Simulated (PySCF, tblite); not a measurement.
**C₄H₁₀BO₃−: dynamics, then NMR shifts on frames**

Aim: move C₄H₁₀BO₃− (`CCO[BH-]1OCCO1`) away from its starting geometry and see how NMR shifts follow the geometry.

The runs use tblite 0.8.0 and PySCF 2.14.0, with density-fitted response routines of our own; the level of theory stands in each step. All values are computed, except where a source is named. Atoms count from 0, in the outputs and in this text.

## (1) The starting structure

18 atoms, charge -1, multiplicity 1; geometry from: GFN2-xTB.

Bonds of the start (Å): C0–C1 1.53, C1–O2 1.38, O2–B3 1.51, B3–O4 1.48, O4–C5 1.38, C5–C6 1.55, C6–O7 1.38, O7–B3 1.51, C0–H8 1.09, C0–H9 1.09, C0–H10 1.09, C1–H11 1.11, C1–H12 1.11, B3–H13 1.21, C5–H14 1.11, C5–H15 1.10, C6–H16 1.11, C6–H17 1.11.

## (2) Dynamics with GFN2-xTB

What the job is given:

```
{"job": {"kind": "md", "xc": "GFN2-xTB", "basis": "xTB", "temperature": 200, "steps": 2000, "every": 50, "frames": 5}, "charge": -1, "multiplicity": 1}
C      2.899838    -0.287042     0.159959
C      1.657229     0.401729    -0.411976
O      0.626138     0.370536     0.500162
B     -0.641214     1.031126     0.020083
O     -1.672424     0.909178     1.076430
C     -2.280722    -0.319781     0.894974
C     -2.042136    -0.717028    -0.588331
O     -1.234414     0.259609    -1.136186
H      3.210290     0.216791     1.072755
H      2.668266    -1.321842     0.402389
H      3.716915    -0.262085    -0.561784
H      1.366137    -0.098755    -1.355896
H      1.914279     1.448921    -0.680377
H     -0.435706     2.180206    -0.300259
H     -1.844583    -1.084505     1.564435
H     -3.357405    -0.236612     1.125872
H     -1.565649    -1.715474    -0.644233
H     -2.993601    -0.768654    -1.149674
```

Method: GFN2-xTB Langevin dynamics, gas phase.

Started as:

```sh
> OMP_NUM_THREADS=1 python probes_run.py task.json out
```

The driver reads the jobs from task.json and runs them one after another.

What it wrote:

```text
t/fs     T/K      E/eV
    0.0   169.6   -745.37342
   25.0   171.4   -745.20733
   50.0   155.2   -745.12703
   75.0   124.6   -744.99313
  100.0   149.2   -745.03677
  125.0   148.7   -745.01864
  150.0   142.9   -745.03932
  175.0   116.6   -744.96371
  200.0   118.0   -745.08765
  225.0   155.1   -745.06066
  250.0   134.1   -745.00756
  275.0   135.2   -745.02829
  300.0   175.2   -745.11355
  325.0   225.2   -745.16526
  350.0   168.5   -745.07568
  375.0   140.4   -745.05129
  400.0   141.5   -744.97490
  425.0   238.8   -745.09947
  450.0   130.2   -744.92357
  475.0   203.7   -745.03740
  500.0   118.0   -744.87759
  525.0   193.0   -745.00087
  550.0   161.2   -744.96439
  575.0   186.0   -745.01881
  600.0   206.5   -745.00663
  625.0   149.2   -744.95527
  650.0   131.4   -745.03635
  675.0   192.4   -745.03788
  700.0   192.3   -745.02404
  725.0   137.0   -744.93057
  750.0   175.3   -745.07597
  775.0   167.2   -745.02478
  800.0   190.5   -745.04586
  825.0   118.9   -744.92365
  850.0   248.0   -745.07438
  875.0   219.3   -745.05951
  900.0   211.0   -744.87358
  925.0   227.1   -744.91579
  950.0   207.4   -744.86056
  975.0   210.4   -744.90187
 1000.0   169.7   -744.87153
```

Wall time 23 s (1 thread of Intel Xeon Platinum 8259CL at 2.50GHz, shared host); peak memory 0.18 GiB.

Distance from the start (root mean square after alignment): 0 fs 0.00 Å, 200 fs 0.23 Å, 400 fs 0.33 Å, 600 fs 0.43 Å, 800 fs 0.25 Å, 1000 fs 0.29 Å.

Positions (Å) and forces (eV/Å) at 1000 fs:

```xyz
18

C     3.111   -0.659    0.354   -1.367   -1.683    0.528
C     1.876   -0.142   -0.412    0.939   -0.043    0.614
O     0.913    0.071    0.555   -0.427   -0.044   -0.435
B    -0.461    0.159    0.016   -0.587    1.180   -0.784
O    -1.449    0.444    1.075   -0.351   -0.104    0.658
C    -2.309   -0.602    1.207    0.062   -2.196    0.383
C    -2.120   -1.543   -0.034    0.617    1.216   -0.533
O    -0.963   -1.058   -0.658   -0.172   -0.672   -0.176
H     3.305   -0.018    1.204    0.177   -0.009    0.005
H     2.735   -1.675    0.723    0.820    1.238   -0.024
H     3.977   -0.848   -0.247    0.438    0.202   -0.358
H     1.604   -0.959   -1.099   -0.264    0.454   -0.338
H     2.153    0.797   -0.956   -0.382   -0.347   -0.044
H    -0.577    1.125   -0.849    0.460   -0.365    0.409
H    -2.136   -1.315    2.104    0.390    0.924   -0.322
H    -3.360   -0.346    1.328   -0.354    0.688   -0.201
H    -1.945   -2.581    0.201   -0.098   -0.628    0.477
H    -2.979   -1.507   -0.741    0.098    0.190    0.140
```

## (3) NMR shieldings: 250 fs, PBE0/pcSseg-1

What the job is given:

```
{"job": {"kind": "nmr", "xc": "PBE0", "basis": "pcSseg-1", "pop": false}, "charge": -1, "multiplicity": 1}
C      2.766100    -0.542400     0.777700
C      1.625400     0.020000    -0.144300
O      0.494400     0.158800     0.579600
B     -0.695700     0.800800    -0.132100
O     -1.885300     0.840500     0.688300
C     -2.456300    -0.383100     0.613200
C     -1.996500    -1.005700    -0.736700
O     -1.106900    -0.104700    -1.312500
H      2.872600     0.304200     1.458300
H      2.479700    -1.456500     1.251000
H      3.672900    -0.761100     0.228300
H      1.364700    -0.638600    -1.024800
H      1.966800     0.999600    -0.641400
H     -0.383000     1.858300    -0.517500
H     -2.202000    -1.121600     1.405500
H     -3.555000    -0.280200     0.573100
H     -1.589200    -2.011900    -0.614600
H     -2.942300    -1.127600    -1.351600
```

With the program's defaults for keys left out, this is: GIAO PBE0/pcSseg-1 NMR shielding, non-relativistic, gas phase.

What it wrote:

```text
coarse grid: 14888 points
cycle   1  E = -408.2578404464  dE =  1.046e+00  |g| = 1.066e+00  |ddm| = 3.562e+00
cycle   2  E = -407.9345333134  dE =  3.233e-01  |g| = 1.697e+00  |ddm| = 4.003e+00
cycle   3  E = -408.4861361995  dE = -5.516e-01  |g| = 1.153e-01  |ddm| = 2.883e+00
cycle   4  E = -408.4878662247  dE = -1.730e-03  |g| = 7.170e-02  |ddm| = 1.395e-01
cycle   5  E = -408.4888944224  dE = -1.028e-03  |g| = 1.542e-02  |ddm| = 6.670e-02
cycle   6  E = -408.4889287781  dE = -3.436e-05  |g| = 5.870e-03  |ddm| = 1.662e-02
cycle   7  E = -408.4889355916  dE = -6.814e-06  |g| = 5.207e-04  |ddm| = 5.657e-03
final grid: 143384 points
cycle   8  E = -408.5656432556  dE = -4.819e-05  |g| = 1.383e-02  |ddm| = 2.850e-02
cycle   9  E = -408.5656102613  dE =  3.299e-05  |g| = 1.946e-02  |ddm| = 2.082e-02
cycle  10  E = -408.5656778921  dE = -6.763e-05  |g| = 1.317e-03  |ddm| = 1.411e-02
cycle  11  E = -408.5656782794  dE = -3.873e-07  |g| = 2.186e-04  |ddm| = 1.904e-03
cycle  12  E = -408.5656782876  dE = -8.208e-09  |g| = 1.056e-04  |ddm| = 2.464e-04
cycle  13  E = -408.5656782896  dE = -2.040e-09  |g| = 3.080e-05  |ddm| = 1.136e-04
cycle  14  E = -408.5656782898  dE = -1.589e-10  |g| = 8.441e-06  |ddm| = 2.730e-05
converged SCF energy = -408.5656782898

GIAO shielding tensors (ppm)
atom      isotropic    diamagn.    paramagn.     s11        s22        s33       span
  0 C      164.382     248.616     -84.234    144.509    163.782    184.854     40.345
  1 C      119.517     243.362    -123.845     98.682    106.131    153.738     55.056
  2 O      255.501     402.460    -146.959    190.685    255.037    320.781    130.095
  3 B       95.131     187.374     -92.243     84.705     93.852    106.835     22.130
  4 O      288.804     395.628    -106.824    206.312    307.247    352.854    146.542
  5 C      118.575     244.335    -125.760     84.969    109.433    161.324     76.355
  6 C      117.233     241.338    -124.105     88.620    103.785    159.295     70.675
  7 O      284.913     398.292    -113.379    232.797    274.976    346.966    114.169
  8 H       30.027      29.443       0.584     26.240     28.767     35.073      8.833
  9 H       31.160      31.526      -0.366     27.679     30.083     35.718      8.040
 10 H       31.287      29.426       1.861     27.817     28.577     37.467      9.650
 11 H       26.941      31.066      -4.125     21.120     28.092     31.611     10.491
 12 H       27.525      30.179      -2.654     23.806     26.921     31.848      8.042
 13 H       29.066      32.869      -3.804     26.553     28.320     32.324      5.772
 14 H       27.543      30.430      -2.887     24.680     25.175     32.776      8.096
 15 H       27.804      29.049      -1.246     23.326     25.928     34.157     10.831
 16 H       28.125      31.003      -2.878     24.634     26.291     33.451      8.817
 17 H       27.510      28.298      -0.787     23.108     25.630     33.793     10.685
```

Wall time 54 s (1 thread of Intel Xeon Platinum 8259CL at 2.50GHz, shared host); peak memory 0.83 GiB.

Shifts follow as δ = σ(reference) − σ, with reference shieldings (ppm) from runs at the same level and on the same kind of geometry: 1H TMS 31.72, 13C TMS 186.9, 17O H2O 336.1, 11B BF3·OEt2 100.1. The references are single molecules in the gas phase, so shifts against H2O, NH3, PH3, H3PO4 or CFCl3 are not on the usual liquid scales and can be off by tens of ppm. Each atom is listed at this fixed geometry, with no averaging over motion; a spectrum would average atoms that exchange fast.

```tsv
atoms	environment	σ (ppm)	δ (ppm)
C6	sp3 CH2 bonded to O	117.2	69.7
C5	sp3 CH2 bonded to O	118.6	68.3
C1	sp3 CH2 bonded to O	119.5	67.4
C0	methyl carbon	164.4	22.5
H11	hydrogen on an sp3 CH2 bonded to O	26.94	4.78
H17	hydrogen on an sp3 CH2 bonded to O	27.51	4.21
H12	hydrogen on an sp3 CH2 bonded to O	27.52	4.19
H14	hydrogen on an sp3 CH2 bonded to O	27.54	4.17
H15	hydrogen on an sp3 CH2 bonded to O	27.80	3.91
H16	hydrogen on an sp3 CH2 bonded to O	28.13	3.59
H13	hydrogen on a boron bonded to 3 O, in a 5-membered ring	29.07	2.65
H8	hydrogen on a methyl carbon	30.03	1.69
H9	hydrogen on a methyl carbon	31.16	0.56
H10	hydrogen on a methyl carbon	31.29	0.43
O2	oxygen bonded to C, B	255.5	80.6
O7	oxygen bonded to C, B, in a 5-membered ring	284.9	51.2
O4	oxygen bonded to C, B, in a 5-membered ring	288.8	47.3
B3	boron bonded to 3 O, H, in a 5-membered ring	95.1	4.9
```

Ring of atoms B3, O4, C5, C6, O7: NICS(0) -7.3, NICS(1) -2.8, NICS(1)zz -7.6 ppm (means of both faces).

The fields below are evaluated on a grid from the run's orbitals.

Frontier orbitals at PBE0/pcSseg-1, with the share of their density that lies nearest to each atom:

```tsv
orbital	energy (eV)	lies on
HOMO	-1.78	O2 37 %; O7 23 %; O4 10 %
LUMO	5.37	H10 21 %; H9 15 %; H8 12 %
```

ELF in a plane through or near 5 of the atoms.

Values, 10 rows by 14 columns:
```
0.00 0.00 0.00 0.00 0.00 0.00 0.00 0.00 0.00 0.00 0.00 0.00 0.00 0.00
0.00 0.00 0.00 0.00 0.00 0.00 0.00 0.00 0.00 0.00 0.00 0.00 0.00 0.00
0.00 0.00 0.00 0.05 0.58 0.06 0.00 0.00 0.00 0.00 0.00 0.00 0.00 0.00
0.00 0.00 0.06 0.35 1.00 0.56 0.00 0.00 0.02 0.04 0.01 0.00 0.00 0.00
0.00 0.01 0.64 0.75 0.28 0.18 0.70 0.30 0.13 0.77 0.39 0.47 0.01 0.00
0.00 0.00 0.11 0.42 0.61 0.49 0.48 0.64 0.15 0.44 0.56 0.82 0.03 0.00
0.00 0.00 0.00 0.01 0.42 0.38 0.21 0.19 0.45 0.52 0.04 0.02 0.00 0.00
0.00 0.00 0.00 0.00 0.31 0.06 0.80 1.00 0.38 0.05 0.01 0.00 0.00 0.00
0.00 0.00 0.00 0.00 0.00 0.00 0.65 0.98 0.41 0.00 0.00 0.00 0.00 0.00
0.00 0.00 0.00 0.00 0.00 0.00 0.00 0.00 0.00 0.00 0.00 0.00 0.00 0.00
```
The map spans 12.6 Å across and 9.6 Å up, centred on the molecule. Atoms in the plane (x, y in Å): C0 (-2.9, 0.5), O2 (-0.7, -0.2), B3 (0.6, -1.1), H9 (-2.6, 1.5), H13 (0.2, -2.2).

log10 of the density (e/Å³) in the same plane.

Ten even steps from ' ' (-4.0) to '@' (1.4):
```
                                                        
                                                        
                                                        
            ..........          ......                  
        ..::--------::..      ..::::::::..              
      ..::--==++++==--::......::--------::....          
    ..::--==++**##**++----::::--====++==----::..        
    ..--==++**####**++======----++++**++++==--::..      
    ::--++**##@@####**++****++==++**####**++==--::      
    ::--++**##%%####**######**++++########**++==::..    
    ..--==++****######%%@@%%##******####**++++--::      
    ..::--==++++****####%%##########****++====--::      
      ..::----==++****++****##%%##****++==--::::..      
        ..::::====++++==++**####**++++==--::....        
            ..----======++**##**++====--::              
            ..::::::----==++**++==--::::..              
                ....::::--======--::..                  
                    ....::------::..                    
                        ..........                      
                                                        
```
The map spans 12.6 Å across and 9.6 Å up, centred on the molecule. Atoms in the plane (x, y in Å): C0 (-2.9, 0.5), O2 (-0.7, -0.2), B3 (0.6, -1.1), H9 (-2.6, 1.5), H13 (0.2, -2.2).

On the surface of density 0.002 e/bohr³ the electrostatic potential runs, from the 1st to the 99th percentile, from -6.02 V near O2 to -2.53 V near H10.

## (4) Nuclear shieldings: 425 fs, PBE0/pcSseg-1

What the job is given:

```
{"job": {"kind": "nmr", "xc": "PBE0", "basis": "pcSseg-1", "pop": false}, "charge": -1, "multiplicity": 1}
C      3.098600    -0.890400     0.794500
C      2.048400    -0.176600    -0.036900
O      0.888700     0.051800     0.663700
B     -0.337900     0.448600    -0.192600
O     -1.441900     0.739700     0.782200
C     -2.102700    -0.448600     0.899600
C     -2.080800    -1.082600    -0.508100
O     -0.828700    -0.744600    -1.024900
H      3.298300    -0.275400     1.677400
H      2.665000    -1.819100     1.181800
H      4.020600    -1.163400     0.330700
H      1.778800    -0.829900    -0.908000
H      2.442700     0.764700    -0.446000
H     -0.091000     1.342900    -1.010100
H     -1.581900    -1.108600     1.574500
H     -3.125500    -0.321000     1.308300
H     -2.117400    -2.216800    -0.478900
H     -2.853700    -0.672100    -1.160300
```

Level: GIAO PBE0/pcSseg-1 NMR shielding, non-relativistic, gas phase.

What it wrote:

```text
coarse grid: 14888 points
cycle   1  E = -408.2571241980  dE =  9.949e-01  |g| = 1.081e+00  |ddm| = 3.561e+00
cycle   2  E = -407.9104658181  dE =  3.467e-01  |g| = 1.742e+00  |ddm| = 3.945e+00
cycle   3  E = -408.4917723757  dE = -5.813e-01  |g| = 1.167e-01  |ddm| = 2.851e+00
cycle   4  E = -408.4935345832  dE = -1.762e-03  |g| = 7.407e-02  |ddm| = 1.377e-01
cycle   5  E = -408.4946535879  dE = -1.119e-03  |g| = 1.652e-02  |ddm| = 6.825e-02
cycle   6  E = -408.4946930795  dE = -3.949e-05  |g| = 6.282e-03  |ddm| = 1.711e-02
cycle   7  E = -408.4947006949  dE = -7.615e-06  |g| = 5.283e-04  |ddm| = 5.767e-03
final grid: 143384 points
cycle   8  E = -408.5712514798  dE = -4.862e-05  |g| = 1.428e-02  |ddm| = 2.691e-02
cycle   9  E = -408.5712132325  dE =  3.825e-05  |g| = 2.049e-02  |ddm| = 2.152e-02
cycle  10  E = -408.5712882463  dE = -7.501e-05  |g| = 1.317e-03  |ddm| = 1.451e-02
cycle  11  E = -408.5712886381  dE = -3.918e-07  |g| = 2.069e-04  |ddm| = 1.944e-03
cycle  12  E = -408.5712886461  dE = -8.013e-09  |g| = 9.232e-05  |ddm| = 2.412e-04
cycle  13  E = -408.5712886477  dE = -1.540e-09  |g| = 2.895e-05  |ddm| = 1.006e-04
cycle  14  E = -408.5712886478  dE = -1.373e-10  |g| = 7.978e-06  |ddm| = 2.805e-05
converged SCF energy = -408.5712886478

GIAO shielding tensors (ppm)
atom      isotropic    diamagn.    paramagn.     s11        s22        s33       span
  0 C      166.839     247.057     -80.218    148.562    162.927    189.029     40.466
  1 C      127.118     242.230    -115.112    103.735    113.662    163.957     60.222
  2 O      253.818     400.449    -146.631    187.957    248.535    324.960    137.003
  3 B       93.209     188.011     -94.802     82.931     93.285    103.411     20.480
  4 O      279.691     397.778    -118.087    224.466    275.125    339.482    115.016
  5 C      119.146     244.431    -125.286     88.658    110.174    158.605     69.948
  6 C      111.759     244.826    -133.066     80.245    106.489    148.543     68.298
  7 O      276.643     400.758    -124.116    233.928    266.275    329.724     95.797
  8 H       30.673      29.340       1.333     27.256     28.713     36.050      8.794
  9 H       30.635      30.628       0.008     26.981     29.625     35.300      8.320
 10 H       31.588      29.106       2.482     28.102     28.582     38.080      9.978
 11 H       27.495      31.062      -3.567     21.484     29.193     31.810     10.326
 12 H       28.270      30.692      -2.422     23.399     27.764     33.648     10.248
 13 H       27.956      32.267      -4.311     25.603     26.899     31.367      5.764
 14 H       28.036      31.793      -3.757     23.890     26.120     34.098     10.209
 15 H       28.195      28.816      -0.621     24.488     26.341     33.756      9.267
 16 H       27.094      28.912      -1.818     22.931     25.618     32.732      9.801
 17 H       27.868      29.701      -1.833     22.611     25.891     35.102     12.491
```

Wall time 36 s (1 thread of Intel Xeon Platinum 8259CL at 2.50GHz, shared host); peak memory 0.83 GiB.

This run: δ C6 75.2, C5 67.8, C1 59.8, C0 20.1, H16 4.62, H11 4.22 ppm.

## (5) Shielding tensors: 625 fs, PBE0/pcSseg-1

What the job is given:

```
{"job": {"kind": "nmr", "xc": "PBE0", "basis": "pcSseg-1", "pop": false}, "charge": -1, "multiplicity": 1}
C      3.238600    -0.607400     0.927700
C      1.976200    -0.481000    -0.015400
O      0.742400    -0.512700     0.590100
B     -0.328800     0.412200     0.018900
O     -1.319400     0.588700     1.136100
C     -2.469300    -0.135100     0.883100
C     -2.154400    -1.050000    -0.316200
O     -1.157100    -0.401400    -0.997600
H      3.190900     0.298800     1.545200
H      3.298500    -1.477200     1.596500
H      4.128100    -0.674400     0.305600
H      2.120000    -1.265900    -0.774800
H      2.107000     0.495000    -0.546200
H      0.152000     1.332100    -0.520000
H     -2.887800    -0.701900     1.725200
H     -3.243400     0.646600     0.610600
H     -1.794700    -1.981400     0.205200
H     -3.029600    -1.273600    -0.931500
```

Level: GIAO PBE0/pcSseg-1 NMR shielding, non-relativistic, gas phase.

What it wrote:

```text
coarse grid: 14888 points
cycle   1  E = -408.2498572938  dE =  9.392e-01  |g| = 1.080e+00  |ddm| = 3.547e+00
cycle   2  E = -407.8633931364  dE =  3.865e-01  |g| = 1.789e+00  |ddm| = 4.196e+00
cycle   3  E = -408.4840566761  dE = -6.207e-01  |g| = 1.312e-01  |ddm| = 3.108e+00
cycle   4  E = -408.4861795699  dE = -2.123e-03  |g| = 8.708e-02  |ddm| = 1.690e-01
cycle   5  E = -408.4876703178  dE = -1.491e-03  |g| = 1.865e-02  |ddm| = 8.199e-02
cycle   6  E = -408.4877233275  dE = -5.301e-05  |g| = 6.492e-03  |ddm| = 1.907e-02
cycle   7  E = -408.4877318775  dE = -8.550e-06  |g| = 5.388e-04  |ddm| = 5.967e-03
final grid: 143384 points
cycle   8  E = -408.5644892775  dE = -5.010e-05  |g| = 1.423e-02  |ddm| = 2.759e-02
cycle   9  E = -408.5644519564  dE =  3.732e-05  |g| = 2.034e-02  |ddm| = 2.222e-02
cycle  10  E = -408.5645257093  dE = -7.375e-05  |g| = 1.380e-03  |ddm| = 1.527e-02
cycle  11  E = -408.5645261482  dE = -4.389e-07  |g| = 2.122e-04  |ddm| = 2.098e-03
cycle  12  E = -408.5645261557  dE = -7.528e-09  |g| = 1.142e-04  |ddm| = 2.739e-04
cycle  13  E = -408.5645261581  dE = -2.340e-09  |g| = 3.059e-05  |ddm| = 1.165e-04
cycle  14  E = -408.5645261582  dE = -1.538e-10  |g| = 8.939e-06  |ddm| = 3.199e-05
converged SCF energy = -408.5645261582

GIAO shielding tensors (ppm)
atom      isotropic    diamagn.    paramagn.     s11        s22        s33       span
  0 C      160.744     247.980     -87.236    139.866    156.713    185.652     45.786
  1 C      120.276     238.334    -118.059     90.132    107.286    163.408     73.276
  2 O      246.736     399.927    -153.192    175.755    264.293    300.159    124.405
  3 B       90.226     188.497     -98.272     83.685     85.648    101.344     17.660
  4 O      279.523     398.647    -119.124    210.458    287.666    340.446    129.988
  5 C      111.626     242.969    -131.342     81.220    104.589    149.070     67.851
  6 C      119.156     243.779    -124.623     91.091    107.241    159.136     68.046
  7 O      269.200     400.221    -131.021    213.233    270.676    323.691    110.457
  8 H       30.153      29.545       0.608     26.466     29.171     34.823      8.358
  9 H       30.553      29.788       0.766     27.549     28.928     35.184      7.635
 10 H       31.344      28.917       2.427     27.675     29.124     37.232      9.558
 11 H       27.868      30.601      -2.733     21.574     28.991     33.041     11.467
 12 H       27.601      30.628      -3.027     22.955     28.766     31.082      8.127
 13 H       28.871      33.470      -4.599     26.643     28.617     31.353      4.710
 14 H       28.116      29.468      -1.352     25.323     26.132     32.893      7.571
 15 H       27.269      28.368      -1.099     21.272     25.332     35.202     13.930
 16 H       27.337      30.190      -2.854     22.984     25.412     33.614     10.630
 17 H       28.322      29.237      -0.915     24.860     26.269     33.836      8.976
```

It took 39 s on 1 thread of Intel Xeon Platinum 8259CL at 2.50GHz, shared host; peak memory 0.83 GiB.

This run: δ C5 75.3, C6 67.8, C1 66.6, C0 26.2, H15 4.45, H16 4.38 ppm.

(Part 1 of 2 ends here.)
